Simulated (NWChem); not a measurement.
# CH6AlCl2N (SMILES [CH3][Al-]([NH3+])([Cl])[Cl]): levels of theory compared

Aim: a comparison of 4 runs (HF/STO-3G, HF/3-21G, B3LYP/6-31G*) of CH6AlCl2N. 

Program for the calculation: NWChem 7.3.0.

### Step 1. The structure to begin with

The species is CH6AlCl2N (11 atoms), meant as a singlet with charge 0. SMILES: `[CH3][Al-]([NH3+])([Cl])[Cl]`. The shape is that of a PBE0-D4/def2-TZVP optimisation.

Bond lengths: C1–Al2 1.944 Å, Al2–N3 2.023 Å, Al2–Cl4 2.137 Å, Al2–Cl5 2.137 Å, C1–H6 1.094 Å, C1–H7 1.095 Å, C1–H8 1.094 Å, N3–H9 1.016 Å, N3–H10 1.016 Å, N3–H11 1.016 Å. Some angles: C1–Al2–N3 106.9°, C1–Al2–Cl4 117.8°, C1–Al2–Cl5 117.8°, N3–Al2–Cl4 97.7°, N3–Al2–Cl5 97.7°, Cl4–Al2–Cl5 114.1°, Al2–C1–H6 110.4°, Al2–C1–H7 112.2°, Al2–C1–H8 112.2°, Al2–N3–H9 108.0°.

### Step 2. Energy and gradient at HF/STO-3G (run 1)

Input file nw.nw:

```
start nw
memory total 2200 mb
geometry units angstroms noautosym nocenter noautoz
   C    -1.573700    0.259200    0.572000
   Al   -0.005800    0.568700   -0.535200
   N     1.386800   -0.787800    0.025600
   Cl   -0.120800    0.022900   -2.598000
   Cl    1.144800    2.329900   -0.160900
   H    -2.368100    0.966300    0.315800
   H    -1.986200   -0.745000    0.432600
   H    -1.360600    0.394200    1.636900
   H     2.215700   -0.640000   -0.543800
   H     1.657300   -0.682500    0.998800
   H     1.075900   -1.743100   -0.123100
end
basis spherical bse
   C library STO-3G
   Al library STO-3G
   N library STO-3G
   Cl library STO-3G
   H library STO-3G
end
scf
   thresh 1e-08
   maxiter 80
   noprint "final vectors analysis"
end
task scf gradient
```

Command:

```
nwchem nw.nw > nw.out
```

The program printed:

```text
[...]
  functions       =    43
[...]
  wavefunction    = RHF
[...]
         Total SCF energy =  -1243.078707588387
      One-electron energy =  -2420.904398409255
      Two-electron energy =    828.760042055642
 Nuclear repulsion energy =    349.065648765226
        Time for solution =      3.0s
[...]
                         RHF ENERGY GRADIENTS
    atom               coordinates                        gradient
                 x          y          z           x          y          z
   1 C      -2.973862   0.489817   1.080923   -0.011539  -0.004693   0.010602
   2 Al     -0.010960   1.074687  -1.011381    0.001270   0.007370  -0.007587
   3 N       2.620672  -1.488726   0.048377    0.030855  -0.031424   0.013730
   4 Cl     -0.228279   0.043275  -4.909508   -0.001449  -0.004375  -0.016508
   5 Cl      2.163358   4.402873  -0.304057    0.008794   0.014303   0.003248
   6 H      -4.475060   1.826042   0.596775   -0.006767   0.006690  -0.002814
   7 H      -3.753374  -1.407846   0.817495   -0.004348  -0.008854  -0.002367
   8 H      -2.571161   0.744930   3.093292    0.001866   0.002489   0.009508
   9 H       4.187066  -1.209425  -1.027633   -0.015217   0.001127   0.006804
  10 H       3.131843  -1.289738   1.887458   -0.005987   0.000933  -0.015500
  11 H       2.033156  -3.293981  -0.232625    0.002521   0.016433   0.000882
[...]
```

It took 4.8 s on 1 thread of Intel Xeon Platinum 8559C (Emerald Rapids), shared host; peak memory 0.099 GiB.

### Step 3. Energy and forces at HF/3-21G (run 2)

Input file run.py:

```python
from ase import Atoms
from ase.calculators.nwchem import NWChem

mol = Atoms(['C', 'Al', 'N', 'Cl', 'Cl', 'H', 'H', 'H', 'H', 'H', 'H'], positions=[
    [-1.573700, 0.259200, 0.572000],
    [-0.005800, 0.568700, -0.535200],
    [1.386800, -0.787800, 0.025600],
    [-0.120800, 0.022900, -2.598000],
    [1.144800, 2.329900, -0.160900],
    [-2.368100, 0.966300, 0.315800],
    [-1.986200, -0.745000, 0.432600],
    [-1.360600, 0.394200, 1.636900],
    [2.215700, -0.640000, -0.543800],
    [1.657300, -0.682500, 0.998800],
    [1.075900, -1.743100, -0.123100],
])

calc = NWChem(
    label='sp',
    theory='scf',
    memory='2200 mb',
    basis='3-21G',
    basispar='spherical bse',
    scf={'nopen': '0', 'rhf': None, 'thresh': '1e-08', 'maxiter': '80', 'print': 'low'},
)
mol.calc = calc

forces = mol.get_forces()
print("Total energy (eV):", round(mol.get_potential_energy(), 6))
print("forces (eV/A):")
for s, f in zip(mol.symbols, forces):
    print(f"{s:2s} {f[0]:10.5f} {f[1]:10.5f} {f[2]:10.5f}")
```

Command:

```
export ASE_NWCHEM_COMMAND="nwchem PREFIX.nwi > PREFIX.nwo"
python run.py
```

The program printed:

```text
Total energy (eV): -34033.43538
forces (eV/A):
C    -0.56287   -0.04026    0.32401
Al   -0.28596   -0.98859    1.08182
N     0.25644   -0.12999   -0.01064
Cl   -0.08181   -0.37908   -1.50250
Cl    0.83221    1.28673    0.25598
H     0.11462   -0.15375    0.08587
H     0.07574    0.19129    0.03461
H    -0.04561   -0.03075   -0.19556
H    -0.05446    0.03702   -0.00602
H    -0.13915    0.07600   -0.06345
H    -0.10917    0.13138   -0.00411
```

The calculator wrote sp.nwi:

```
title "sp"

permanent_dir sp

scratch_dir sp

start sp

geometry units angstrom nocenter noautosym noautoz
  C  -1.5737000000000001e+00 2.5919999999999999e-01 5.7199999999999995e-01
  Al -5.7999999999999996e-03 5.6869999999999998e-01 -5.3520000000000001e-01
  N  1.3868000000000000e+00 -7.8779999999999994e-01 2.5600000000000001e-02
  Cl -1.2080000000000000e-01 2.2900000000000000e-02 -2.5979999999999999e+00
  Cl 1.1448000000000000e+00 2.3298999999999999e+00 -1.6089999999999999e-01
  H  -2.3681000000000001e+00 9.6630000000000005e-01 3.1580000000000003e-01
  H  -1.9862000000000000e+00 -7.4500000000000000e-01 4.3259999999999998e-01
  H  -1.3606000000000000e+00 3.9419999999999999e-01 1.6369000000000000e+00
  H  2.2157000000000000e+00 -6.4000000000000001e-01 -5.4379999999999995e-01
  H  1.6573000000000000e+00 -6.8250000000000000e-01 9.9880000000000002e-01
  H  1.0759000000000001e+00 -1.7431000000000001e+00 -1.2310000000000000e-01
end

memory 2200 mb

basis spherical bse noprint
   * library 3-21G
end

scf
  nopen 0
  rhf
  thresh 1e-08
  maxiter 80
  print low
end

task scf gradient
```

sp.nwo:

```text
Northwest Computational Chemistry Package (NWChem) 7.3.0
             --------------------------------------------------------

           Job information
           ---------------

    nwchem branch   = 7.3.0
    use scalapack   = T
    input           = sp.nwi
    prefix          = sp.
    data base       = sp/sp.db
    status          = startup
    nproc           =        1

           Memory information
           ------------------

[... 5 lines left out ...]
    hardfail = no
[... 118 lines left out ...]
       Final RHF  results
[... 3 lines left out ...]
      One-electron energy =  -2425.978008912840
[... 1 line left out ...]
 Nuclear repulsion energy =    349.065648765225
[... 3 lines left out ...]
                              NWChem Gradients Module
                              -----------------------

                         RHF ENERGY GRADIENTS

    atom               coordinates                        gradient
                 x          y          z           x          y          z
   1 C      -2.973862   0.489817   1.080923    0.010946   0.000783  -0.006301
   2 Al     -0.010960   1.074687  -1.011381    0.005561   0.019225  -0.021038
   3 N       2.620672  -1.488726   0.048377   -0.004987   0.002528   0.000207
[... 7 lines of this table left out ...]
  11 H       2.033156  -3.293981  -0.232625    0.002123  -0.002555   0.000080

 Task  times  cpu:        4.9s     wall:        4.9s
 Total times  cpu:        5.0s     wall:        5.0s
```

Wall time 6 s (1 thread of Intel Xeon Platinum 8559C (Emerald Rapids), shared host); peak memory 0.1 GiB.

Run 3 isn't shown in full; the table further down has it.

### Step 4. Energy and forces at B3LYP/6-31G(d) (Cartesian functions) (run 4)

Input file ch6alcl2n.nw:

```
start ch6alcl2n
title "CH6AlCl2N"
memory stack 880 mb heap 220 mb global 1100 mb

geometry units angstrom noautosym nocenter noautoz
  C       -1.573700       0.259200       0.572000
  Al      -0.005800       0.568700      -0.535200
  N        1.386800      -0.787800       0.025600
  Cl      -0.120800       0.022900      -2.598000
  Cl       1.144800       2.329900      -0.160900
  H       -2.368100       0.966300       0.315800
  H       -1.986200      -0.745000       0.432600
  H       -1.360600       0.394200       1.636900
  H        2.215700      -0.640000      -0.543800
  H        1.657300      -0.682500       0.998800
  H        1.075900      -1.743100      -0.123100
end

basis cartesian
  * library 6-31G*
end

dft
  xc b3lyp
  grid fine
  convergence energy 1e-08
  maxiter 100
  mulliken
end

task dft gradient
```

Command:

```
nwchem ch6alcl2n.nw > ch6alcl2n.out
```

The program printed:

```text
[...]
          Wavefunction type:  closed shell.
          No. of atoms     :    11
          No. of electrons :    66
[...]
          Charge           :     0
          Spin multiplicity:     1
[...]
          AO basis - number of functions:    99
[...]
              XC Information
              --------------
                         B3LYP Method XC Potential
                     Hartree-Fock (Exact) Exchange  0.200
                        Slater Exchange Functional  0.800 local
                    Becke 1988 Exchange Functional  0.720 non-local
              Lee-Yang-Parr Correlation Functional  0.810
                  VWN I RPA Correlation Functional  0.190 local
[...]
 d= 0,ls=0.0,diis     1  -1259.4360095278 -1.61D+03  1.08D-02  7.65D-01     4.2
[...]
 d= 0,ls=0.0,diis     8  -1259.4972129065 -1.33D-09  2.68D-06  8.54D-08    24.4
         Total DFT energy =    -1259.497212906503
      One electron energy =    -2434.383631219182
           Coulomb energy =      915.725665435018
    Exchange-Corr. energy =      -89.904895887565
 Nuclear repulsion energy =      349.065648765226
[...]
  wavefunction    = closed shell
[...]
```

It took 37 s on 1 thread of Intel Xeon Platinum 8559C (Emerald Rapids), shared host; peak memory 0.13 GiB.

### Step 5. All runs side by side

| run | level | iteration cap | module | energy (Eh) | dipole moment (D) | largest force (eV/Å) | wall time |
| --- | --- | --- | --- | --- | --- | --- | --- |
| 1 | HF/STO-3G | 80 | scf | -1243.078708 | 7.41 | 2.372 | 4.8 s |
| 2 | HF/3-21G | 80 | scf | -1250.705692 | – | 1.554 | 6 s |
| 3 | B3LYP/6-31G* (spherical functions) | 100 | dft | -1259.487360 | 6.51 | 0.343 | 32 s |
| 4 | B3LYP/6-31G* (Cartesian functions) | 100 | dft | -1259.497213 | 6.50 | 0.343 | 37 s |

### Step 6. Results

| quantity | value |
| --- | --- |
| run 4: total energy | -1259.49721 Eh |
| run 4: dipole moment | 6.50 D |
| run 4: HOMO energy | -7.54 eV |
| run 4: LUMO energy | -0.09 eV |
| run 4: HOMO–LUMO gap | 7.45 eV |
| run 4: largest force on an atom | 0.343 eV/Å |

Over runs 1, 3, 4 the dipole moment (its size) runs from 6.50 D (B3LYP/6-31G*) to 7.41 D (HF/STO-3G). The two ends differ in method and basis. In run 1 the basis is minimal, so the values are rough. All runs together took 80 s, the longest 37 s.
